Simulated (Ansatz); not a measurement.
# GaCl3O: a short molecular-dynamics run

Aim: set GaCl3O (an element-swapped structure, 10 atoms, not relaxed) in motion for 40 steps of 1.5 fs under a Langevin thermostat at 300 K, and see how temperature, energy and positions respond.

Program: Ansatz 0.2.0. Level of theory: DFT PBE, plane waves, PAW, scalar-relativistic, no spin polarisation. These are calculated values, not measurements.

### 1 The starting structure

The cell holds 10 atoms (Cl6Ga2O2): a = 3.678 Å, b = 8.242 Å, c = 8.869 Å, α = 66.96°, β = 90.00°, γ = 102.89°.

Coordinates:

```xyz
10
Lattice="0.0000 3.6782 0.0000 8.0343 -1.8391 0.0000 3.5606 0.0000 -8.1229" Properties=species:S:1:pos:R:3 pbc="T T T"
O     5.7734    1.8391   -4.7031
O     5.8215    0.0000   -3.4197
Ga    5.5881    0.0000   -5.5634
Ga    6.0068    1.8391   -2.5595
Cl    7.9749    0.0000   -6.0962
Cl    3.6200    1.8391   -2.0267
Cl    5.2044    1.8391   -7.5876
Cl    6.3905    0.0000   -0.5353
Cl    3.0830    0.0000   -5.2774
Cl    8.5119    1.8391   -2.8454
```

### 2 The run

input.yaml

```yaml
crystal:
  lattice:
    - [1.1e-07, 3.678157, 5.0e-08]
    - [8.03426994, -1.83907875, -3.0e-08]
    - [3.56062, 0.0, -8.122884]
  atoms:
    - { symbol: O, position: [0.731, 0.462, 0.579] }
    - { symbol: O, position: [0.269, 0.538, 0.421] }
    - { symbol: Ga, position: [0.196, 0.392, 0.6849] }
    - { symbol: Ga, position: [0.804, 0.608, 0.3151] }
    - { symbol: Cl, position: [0.33, 0.66, 0.7505] }
    - { symbol: Cl, position: [0.67, 0.34, 0.2495] }
    - { symbol: Cl, position: [0.6169, 0.2338, 0.9341] }
    - { symbol: Cl, position: [0.3831, 0.7662, 0.0659] }
    - { symbol: Cl, position: [0.0479, 0.0958, 0.6497] }
    - { symbol: Cl, position: [0.9521, 0.9042, 0.3503] }
kpoints:
  mp_grid: { grid: [4, 2, 2] }
magnetization:
  spin_polarized: false
scf:
  occupations: { method: fermi_dirac, width: 0.05 }
hamiltonian:
  pseudopotentials: { kind: paw }
  xc: pbe
basis:
  ecutwfc: "33.1 Ry"
md:
  timestep: 1.5
  n_steps: 40
  ensemble: nvt_langevin
  temperature: 300.0
  initial_velocities: maxwell_boltzmann
  seed: 306964
```

Run with:

```bash
> ansatz run input.yaml --threads 2 --pin off --max-ram 2560MiB --backend cpu --events-out ev --progress --plain --runs-dir out
```

The log of the run, shortened:

```text
Warning: md: disabling space-group detection — thermal motion breaks the input geometry's symmetry, so no spatial operation reduces the k-mesh or symmetrises the density; time reversal is kept, so that k and −k are solved as one point where they differ and the mesh holds both, and exact [...]
Warning: RAYON_NUM_THREADS=2 ignored (pool sized by the plan → 2); use --threads N
[...]
Pseudopotentials: kind: paw
Pseudopotential: O, paw, valence charge 6, recommended cutoff 420 eV (normal), O.paw.azcp
Pseudopotential: Ga, paw, valence charge 13, recommended cutoff 420 eV (normal), Ga.paw.azcp
Pseudopotential: Cl, paw, valence charge 7, recommended cutoff 420 eV (normal), Cl.paw.azcp
Functional definition: PBE
[...]
Crystal: 10 atoms, lattice volume = 240.042 Å³
Basis set: ecut = 450.3484423711014 eV, 5249 PW (Γ), exchange–correlation on 54×120×128 points (8 copies of the dense FFT grid, shifted against one another)
Bands: 50, of which v1, the nominal top of the filled ones, is band 40 counted from 1 (39 counted from 0)
Symmetry: 1 space group operations
k-points: 12 of 16 (time reversal used)
[...]
SCF iter   1: F=—  HF=-15175.526502 eV  |F-HF|=—  |Δ(HF+E_count)|=         —  Δρ=1.27e-2  dr2=2.68e-1  ethr=1.77e-3  ⟨swp⟩=6.6  Hψ=2396  notcnv=0  defer=3
[...]
md step     0: t =     0.00 fs  T =   270.0 K  F+E_penalty+E_count = -15175.49220194 eV  E_kin = 0.349002 eV  (11 SCF iters)
[...]
md step     1: t =     1.50 fs  T =   271.1 K  F+E_penalty+E_count = -15175.49360999 eV  E_kin = 0.350481 eV  (12 SCF iters)
[...]
SCF iter   1: F=—  HF=-15175.501631 eV  |F-HF|=—  |Δ(HF+E_count)|=         —  Δρ=3.95e-3  dr2=8.21e-2  ethr=8.44e-5  ⟨swp⟩=2.6  Hψ=2192  notcnv=0  defer=2
```

### 3 The log goes on

Output, continued, shortened:

```text
[...]
SCF iter   2: F=—  HF=-15175.499437 eV  |F-HF|=—  |Δ(HF+E_count)|=   2.19e-3  Δρ=1.58e-3  dr2=9.54e-3  ethr=8.02e-5  ⟨swp⟩=2.0  Hψ=656  notcnv=0
[...]
md step     2: t =     3.00 fs  T =   291.8 K  F+E_penalty+E_count = -15175.49902742 eV  E_kin = 0.377174 eV  (12 SCF iters)
[...]
md step    11: t =    16.50 fs  T =   365.5 K  F+E_penalty+E_count = -15175.80063898 eV  E_kin = 0.472385 eV  (6 SCF iters)
[...]
md step    20: t =    30.00 fs  T =   486.2 K  F+E_penalty+E_count = -15176.01755681 eV  E_kin = 0.628449 eV  (12 SCF iters)
[...]
md step    29: t =    43.50 fs  T =   395.5 K  F+E_penalty+E_count = -15176.03652781 eV  E_kin = 0.511286 eV  (8 SCF iters)
[...]
md step    38: t =    57.00 fs  T =   541.3 K  F+E_penalty+E_count = -15176.20804631 eV  E_kin = 0.699631 eV  (9 SCF iters)
md step    39: t =    58.50 fs  T =   545.9 K  F+E_penalty+E_count = -15176.24987641 eV  E_kin = 0.705687 eV  (8 SCF iters)
[...]
md step    40: t =    60.00 fs  T =   609.8 K  F+E_penalty+E_count = -15176.29633800 eV  E_kin = 0.788210 eV  (12 SCF iters)
SCF converged after 12 iterations
Free energy (F): -15176.296338 eV
[...]
E sigma→0 (E₀):  -15176.221705 eV
Entropy (-TS):   -0.149267 eV (-14.927 meV/atom)
Fermi energy:    0.867420 eV
[...]
--- Forces (eV/Å), atoms counted from 1 ---
  atom   1  O      0.13944182    -0.57875710    -0.54501664
  atom   2  O     -0.22075427    -0.76455978    -1.64007739
  atom   3  Ga     0.38504292     0.32758515     0.81284123
  atom   4  Ga    -0.70735434     0.64514370     0.74755972
  atom   5  Cl    -0.43247976    -0.01407371     0.06040180
  atom   6  Cl     0.09586555    -0.03309252     0.04152672
  atom   7  Cl     0.10142587    -0.02951066     0.17135117
  atom   8  Cl    -0.00768347     0.18451039     0.27349222
[...]
--- MD trajectory: 40 steps, t = 0.0 → 60.0 fs ---
  final state: T = 609.8 K   F+E_penalty+E_count = -15176.29633800 eV   E_kin = 0.788210 eV
```

It took 2.7 min on 2 threads of Arm Neoverse V2, shared host; peak memory 0.59 GiB.

### 4 What the atoms did

One step in 3; energies are changes from step 0; msd is the mean square displacement from the start, the centre of mass held:

```tsv
time (fs)	T (K)	potential energy change (meV/atom)	msd O (Å²)	msd Cl (Å²)	msd Ga (Å²)
0.0	270	0.0	0.000	0.000	0.000
4.5	270	-1.8	0.001	0.000	0.000
9.0	328	-10.2	0.004	0.001	0.001
13.5	352	-22.4	0.011	0.003	0.002
18.0	397	-34.8	0.024	0.004	0.004
22.5	477	-45.1	0.043	0.007	0.005
27.0	498	-50.7	0.069	0.010	0.008
31.5	445	-52.9	0.096	0.015	0.010
36.0	384	-53.2	0.121	0.021	0.012
40.5	371	-53.7	0.140	0.028	0.014
45.0	385	-55.1	0.152	0.036	0.016
49.5	418	-58.9	0.156	0.046	0.018
54.0	444	-64.8	0.156	0.056	0.020
58.5	546	-75.8	0.151	0.067	0.022
60.0	610	-80.4	0.151	0.071	0.023
```

time (fs), T (K) and a bar:
```
      0.0        270 
      3.0        292 ##
      4.5        270 
      7.5        306 ###
     10.5        319 ####
     13.5        352 #######
     15.0        366 ########
     18.0        397 ###########
     21.0        477 ##################
     24.0        463 #################
     25.5        502 ####################
     28.5        505 #####################
     31.5        445 ###############
     34.5        370 #########
     36.0        384 ##########
     39.0        353 #######
     42.0        381 ##########
     45.0        385 ##########
     46.5        370 #########
     49.5        418 #############
     52.5        443 ###############
     55.5        474 ##################
     57.0        541 ########################
     60.0        610 ##############################
```

### 5 Frames from the trajectory

Extended XYZ, with forces in eV/Å:

```xyz
10
Lattice="0.000 3.678 0.000 8.034 -1.839 0.000 3.561 0.000 -8.123" Properties=species:S:1:pos:R:3:forces:R:3 pbc="T T T" time_fs=7.5 T=306 dE=-0.0663
O     5.776    1.845   -4.764   -0.150    0.100   -1.023
O     5.848   -0.030   -3.412    0.093   -0.022    1.069
Ga    5.596    0.013   -5.559   -0.061   -0.096    0.822
Ga    6.007    1.818   -2.583    0.042   -0.019   -0.820
Cl    8.011    0.006   -6.093   -0.632    0.011   -0.032
Cl    3.610    1.874   -2.028    0.706   -0.019   -0.044
Cl    5.177    1.832   -7.568    0.135   -0.050    0.416
Cl    6.383    0.022   -0.535   -0.122    0.086   -0.411
Cl    3.069   -0.020   -5.267    0.910    0.018   -0.230
Cl    8.504    1.818   -2.845   -0.921   -0.009    0.251
10
Lattice="0.000 3.678 0.000 8.034 -1.839 0.000 3.561 0.000 -8.123" Properties=species:S:1:pos:R:3:forces:R:3 pbc="T T T" time_fs=15.0 T=366 dE=-0.2664
O     5.771    1.866   -4.848   -0.165    0.043   -0.701
O     5.868   -0.054   -3.357    0.066    0.008    0.719
Ga    5.604    0.022   -5.550   -0.082   -0.052    0.765
Ga    6.004    1.799   -2.613    0.044   -0.039   -0.710
Cl    8.021    0.006   -6.089   -0.554    0.015   -0.052
Cl    3.618    1.904   -2.036    0.669   -0.030   -0.065
Cl    5.152    1.819   -7.546    0.125   -0.112    0.238
Cl    6.377    0.035   -0.542   -0.114    0.144   -0.228
Cl    3.077   -0.037   -5.267    0.872    0.034   -0.188
Cl    8.476    1.791   -2.837   -0.859   -0.012    0.221
10
Lattice="0.000 3.678 0.000 8.034 -1.839 0.000 3.561 0.000 -8.123" Properties=species:S:1:pos:R:3:forces:R:3 pbc="T T T" time_fs=22.5 T=477 dE=-0.4508
O     5.768    1.873   -4.944   -0.148   -0.005   -0.167
O     5.885   -0.082   -3.287    0.000    0.230    0.073
Ga    5.617    0.025   -5.533   -0.124   -0.013    0.563
Ga    5.997    1.787   -2.640    0.063   -0.246   -0.389
Cl    8.017    0.001   -6.084   -0.473    0.014   -0.066
Cl    3.640    1.924   -2.045    0.609   -0.044   -0.071
Cl    5.138    1.806   -7.520    0.094   -0.158    0.073
Cl    6.369    0.047   -0.550   -0.092    0.186   -0.056
Cl    3.109   -0.058   -5.272    0.837    0.053   -0.144
Cl    8.431    1.769   -2.831   -0.766   -0.017    0.184
10
Lattice="0.000 3.678 0.000 8.034 -1.839 0.000 3.561 0.000 -8.123" Properties=species:S:1:pos:R:3:forces:R:3 pbc="T T T" time_fs=30.0 T=486 dE=-0.5254
O     5.756    1.878   -5.050   -0.116   -0.122    0.281
O     5.891   -0.109   -3.221   -0.090    0.557   -0.657
Ga    5.627    0.026   -5.519   -0.163    0.075    0.360
Ga    5.991    1.775   -2.666    0.034   -0.541    0.053
Cl    8.008    0.000   -6.086   -0.406    0.014   -0.066
Cl    3.668    1.942   -2.056    0.529   -0.069   -0.068
Cl    5.127    1.793   -7.495    0.066   -0.192   -0.026
Cl    6.362    0.062   -0.552   -0.067    0.216    0.077
Cl    3.140   -0.086   -5.284    0.795    0.092   -0.103
Cl    8.364    1.747   -2.827   -0.582   -0.029    0.148
10
Lattice="0.000 3.678 0.000 8.034 -1.839 0.000 3.561 0.000 -8.123" Properties=species:S:1:pos:R:3:forces:R:3 pbc="T T T" time_fs=37.5 T=378 dE=-0.5333
O     5.730    1.882   -5.127   -0.044   -0.369    0.439
O     5.899   -0.115   -3.174   -0.180    0.464   -1.147
Ga    5.635    0.021   -5.509   -0.136    0.279    0.268
Ga    5.984    1.755   -2.685   -0.094   -0.432    0.375
Cl    8.009    0.001   -6.095   -0.404    0.019   -0.039
Cl    3.696    1.961   -2.060    0.450   -0.083   -0.064
Cl    5.121    1.775   -7.467    0.063   -0.204   -0.075
Cl    6.356    0.076   -0.547   -0.054    0.221    0.185
Cl    3.176   -0.111   -5.308    0.707    0.137   -0.061
Cl    8.299    1.727   -2.832   -0.308   -0.031    0.120
10
Lattice="0.000 3.678 0.000 8.034 -1.839 0.000 3.561 0.000 -8.123" Properties=species:S:1:pos:R:3:forces:R:3 pbc="T T T" time_fs=45.0 T=385 dE=-0.5508
O     5.705    1.875   -5.171    0.029   -0.439    0.363
O     5.900   -0.104   -3.153   -0.255   -0.040   -1.460
Ga    5.643    0.014   -5.497   -0.051    0.306    0.292
Ga    5.975    1.733   -2.692   -0.313    0.049    0.577
Cl    8.006    0.004   -6.117   -0.419    0.015   -0.001
Cl    3.724    1.988   -2.061    0.360   -0.078   -0.047
Cl    5.117    1.751   -7.445    0.064   -0.178   -0.078
Cl    6.357    0.094   -0.542   -0.042    0.209    0.288
Cl    3.220   -0.136   -5.329    0.561    0.172   -0.029
Cl    8.233    1.708   -2.833    0.066   -0.015    0.095
10
Lattice="0.000 3.678 0.000 8.034 -1.839 0.000 3.561 0.000 -8.123" Properties=species:S:1:pos:R:3:forces:R:3 pbc="T T T" time_fs=52.5 T=443 dE=-0.6230
O     5.671    1.866   -5.202    0.095   -0.590    0.034
O     5.876   -0.082   -3.186   -0.260   -0.650   -1.699
Ga    5.652    0.004   -5.483    0.110    0.408    0.492
Ga    5.957    1.716   -2.693   -0.514    0.583    0.725
Cl    8.000    0.013   -6.147   -0.435    0.005    0.037
Cl    3.757    2.011   -2.055    0.210   -0.043    0.001
Cl    5.122    1.722   -7.431    0.073   -0.120   -0.001
Cl    6.354    0.108   -0.533   -0.017    0.190    0.346
Cl    3.272   -0.155   -5.348    0.307    0.196   -0.024
Cl    8.168    1.691   -2.843    0.431    0.021    0.089
10
Lattice="0.000 3.678 0.000 8.034 -1.839 0.000 3.561 0.000 -8.123" Properties=species:S:1:pos:R:3:forces:R:3 pbc="T T T" time_fs=60.0 T=610 dE=-0.8041
O     5.627    1.854   -5.230    0.139   -0.579   -0.545
O     5.857   -0.069   -3.287   -0.221   -0.765   -1.640
Ga    5.655   -0.003   -5.467    0.385    0.328    0.813
Ga    5.934    1.706   -2.691   -0.707    0.645    0.748
Cl    7.985    0.026   -6.179   -0.432   -0.014    0.060
Cl    3.782    2.032   -2.041    0.096   -0.033    0.042
Cl    5.136    1.699   -7.426    0.101   -0.030    0.171
Cl    6.349    0.121   -0.517   -0.008    0.185    0.273
Cl    3.326   -0.172   -5.376   -0.098    0.210   -0.042
Cl    8.110    1.676   -2.851    0.745    0.052    0.120
```

### 6 Results

| quantity | value |
| --- | --- |
| length | 40 steps of 1.5 fs |
| temperature, first and last step | 270 and 610 K |
| temperature, second half | mean 429 K, from 353 to 610 K |
| potential energy, second half | -59 meV/atom from the start |
| mean square displacement, second half | O 0.139, Cl 0.038, Ga 0.016 Å² |

Against a set 300 K the second half averages 429 K with a spread of 66 K (in equilibrium 10 atoms would scatter by about 77 K, over a far longer run); the potential energy of that half lies 59 meV/atom under the start, so the atoms have moved to lower-lying arrangements, and the energy set free heats the cell. No atom gets farther than 0.52 Å from its start, with the drift of the whole removed, against a typical distance of 2.4 Å between sites at the start. Settings off the usual here: basis.ecutwfc. 60 fs on 10 atoms is far too short and small for converged averages.
